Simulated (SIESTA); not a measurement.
Runs of SIESTA 5.4.2 on Sn3Se. It takes space group Fm-3m (No. 225, cubic). The conventional cell has a = 7.466 Å, b = 7.466 Å, c = 7.466 Å, α = 90.00°, β = 90.00°, γ = 90.00°. Around Sn (site symmetry m-3m) lie 8 Sn at 3.23 Å. Sn (site symmetry -43m) is surrounded by 4 Sn at 3.23 Å and 4 Se at 3.23 Å. Se (site symmetry m-3m) has 8 Sn at 3.23 Å as nearest neighbours. The cell comes from a database or a generator and needn't be the stable form of this composition.

```csv
task,level,potentials or basis,gap on the mesh (eV),pressure (GPa),V0 of scaled cells (Å³/atom),B0 (GPa)
equation of state,PBEsol,"PseudoDojo 0.4 standard (PBEsol files), DZP (energy shift 0.003 Ry; two zetas on semicore shells)",-,-,24.96,(a)
equation of state,PBE,"PseudoDojo 0.4 standard (PBE files), DZP (energy shift 0.003 Ry; two zetas on semicore shells)",-,-,(b),50
band structure,PBEsol,"PseudoDojo 0.4 standard (PBEsol files), DZP (energy shift 0.003 Ry; two zetas on semicore shells)",none,-2.2,-,-
band structure,LDA,"PseudoDojo 0.4 standard (LDA files), DZP (energy shift 0.003 Ry; two zetas on semicore shells)",none,-3.6,-,-
band structure,PBE,"PseudoDojo 0.4 standard (PBE files), DZP (energy shift 0.003 Ry; two zetas on semicore shells)",none,0.8,-,-
```

Alike in all rows: no spin polarisation; cell as given; k mesh 6 × 6 × 6; smearing fermi-dirac 0.05 eV; grid cutoff 500 Ry; energy shift 0.003 Ry.

Task: Estimate the missing entries.

Result: (a) 60; (b) 26.41.

Caveats: the basis of atomic orbitals isn't converged, which shifts pressures, moduli and gaps.

A k mesh can miss the band edges, and the runs leave out spin-orbit coupling on Se, Sn.

A gap of «none» marks a metal or a gap under the smearing width.

Not every run made on this cell is shown here.
